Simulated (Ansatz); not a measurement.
# HfCuSi3: the cost of one run

Method: DFT PBE, scalar-relativistic, plane waves, PAW, in Ansatz 0.2.0.

1 further run of the same task is left out (it didn't finish).

## (1) The structure to begin with

It takes space group Pm-3m (No. 221, cubic). Conventional cell: a = 4.179 Å, b = 4.179 Å, c = 4.179 Å, α = 90.00°, β = 90.00°, γ = 90.00°. Around Hf (site symmetry m-3m) lie 12 Si at 2.96 Å. Si (site symmetry 4/mmm) is surrounded by 2 Cu at 2.09 Å and 4 Hf at 2.96 Å. Around Cu (site symmetry m-3m) lie 6 Si at 2.09 Å.

As a file:

```
Hf Si Cu
1.0
     4.17940    0.00000    0.00000
     0.00000    4.17940    0.00000
     0.00000    0.00000    4.17940
Hf Si Cu
1 3 1
Direct
  0.00000 0.00000 0.00000
  0.00000 0.50000 0.50000
  0.50000 0.00000 0.50000
  0.50000 0.50000 0.00000
  0.50000 0.50000 0.50000
```

This is candidate A: cubic perovskite type (Pm-3m, No. 221).

(A quick probe on a coarse mesh, which set the mesh and smearing, is not shown.)

## (3) A loose first relaxation (candidate A)

The input, input.yaml:

```yaml
crystal:
  lattice:
    - [4.1793958999, 0.0, 0.0]
    - [0.0, 4.1793958999, 0.0]
    - [0.0, 0.0, 4.1793958999]
  atoms:
    - { symbol: Hf, position: [0.0, 0.0, 0.0] }
    - { symbol: Si, position: [0.0, 0.5, 0.5] }
    - { symbol: Si, position: [0.5, 0.0, 0.5] }
    - { symbol: Si, position: [0.5, 0.5, 0.0] }
    - { symbol: Cu, position: [0.5, 0.5, 0.5] }
basis:
  ecutwfc: 420
kpoints:
  mp_grid: { grid: [4, 4, 4] }
hamiltonian:
  xc: pbe
scf:
  occupations: { method: gaussian, width: 0.1 }
  lower_state_search: "off"
output:
  forces: true
  stress: true
  eigenvalues: true
relax:
  adjacent_minimum: "off"
  f_tol: 0.04
  max_steps: 70
  cell: { stress_tol: 0.4 }
```

Launch:

```
$ ansatz run input.yaml --threads 1 --pin off --max-ram 2560MiB --backend cpu --events-out ev --progress --plain --runs-dir out
```

**Question.** How long does this run take on 1 thread of Arm Neoverse V2, shared host, and how much memory does it need?

About 10 s, with a peak of 0.38 GiB.
